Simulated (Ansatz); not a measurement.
# GeH2Br (sextet): wave-function methods side by side, cc-pVDZ

One table from this session's results is given with a row withheld; the runs are named, their logs left out.

The runs use Ansatz 0.2.0, Gaussian basis; cc-pVDZ, core rule «outside noble gas», up to 28 orbitals frozen.

To be run: UHF; CCSD(T) on ROHF; CCSD(T) on UHF; BCCD(T) on ROHF; CISD; CCSDT(Q) on ROHF; CCSDT(Q) on UHF; CASSCF and MRCISD+Q, 13 electrons in 10 orbitals; CASSCF and NEVPT2, 13 electrons in 10 orbitals.

26 further runs of the same task are left out: 13 that didn't finish, 13 set aside as unsound or not needed.

### The system

The geometry is a PBE0/def2-TZVP stationary point (not a proven minimum) of the parent state, kept for this charge and spin. No spin-orbit coupling is included. The filled d shell of Ge, Br may be among the frozen orbitals whatever the setting's name suggests; the logs give the count.

4 atoms, charge 0, spin multiplicity 6.

Atoms are counted from 1 here; the program's logs count them from 0.

Bond lengths: Ge1–Br2 2.790 Å, Ge1–H3 1.574 Å, Ge1–H4 1.646 Å. Angles: Br2–Ge1–H3 155.4°, Br2–Ge1–H4 44.3°, H3–Ge1–H4 111.1°.

The first run:

Contents of in.yaml:

```yaml
crystal:
  periodic: [false, false, false]
  atoms:
    - {symbol: Ge, position_ang: [-0.000002, 0.461112, 0.627548]}
    - {symbol: Br, position_ang: [-0.000001, 0.417603, -2.162594]}
    - {symbol: H, position_ang: [0.000013, -0.172647, 2.068221]}
    - {symbol: H, position_ang: [-0.000010, -0.706068, -0.533175]}
basis:
  gaussian: {orbitals: cc-pVDZ}
magnetization: {spin_polarized: true, initial_magnetization: 5}
hamiltonian: {xc: hf}
output: {orbitals: {seedname: orbitals}}
```

Command:

```console
$ ansatz run in.yaml --threads 1 --pin off --events-out ev --progress --plain --max-ram 2393MiB
```

Among the steps run: UHF; CCSD(T) on ROHF; CCSD(T) on UHF; BCCD(T) on ROHF; CISD; CCSDT(Q) on ROHF; CCSDT(Q) on UHF; CASSCF and MRCISD+Q, 13 electrons in 10 orbitals; CASSCF and NEVPT2, 13 electrons in 10 orbitals.

One table of the session follows, with a row left open; its other results are not shown here.

```
          method  from RCCSDT(Q) (kcal/mol)
            ROHF                    +131.29
             UHF                    +126.31
            RMP2                     +23.38
            UMP2                     +23.48
            CISD                     +11.84
           RCCSD                      +3.54
           UCCSD                      +2.98
        RCCSD(T)                      +0.75
        UCCSD(T)                      +0.29
         BCCD(T)                      +0.76
          RCCSDT                      +0.18
          UCCSDT                          ?
       RCCSDT(Q)                          0
       UCCSDT(Q)                      -0.46
  CASSCF valence                    +117.78
  NEVPT2 valence                     +28.30
  MRCISD valence                     +10.92
MRCISD+Q valence                      +1.45
```

Q: Estimate the row for UCCSDT from the others.

The run gave: from RCCSDT(Q) (kcal/mol): -0.28. In the column «from RCCSDT(Q) (kcal/mol)» it lies between UCCSDT(Q) (-0.46) and RCCSDT(Q) (0).

Caveats from the session: Restricted and unrestricted rows rest on different reference determinants; where their highest levels disagree by more than a few hundredths of an eV, they describe different states and don't form one ladder.
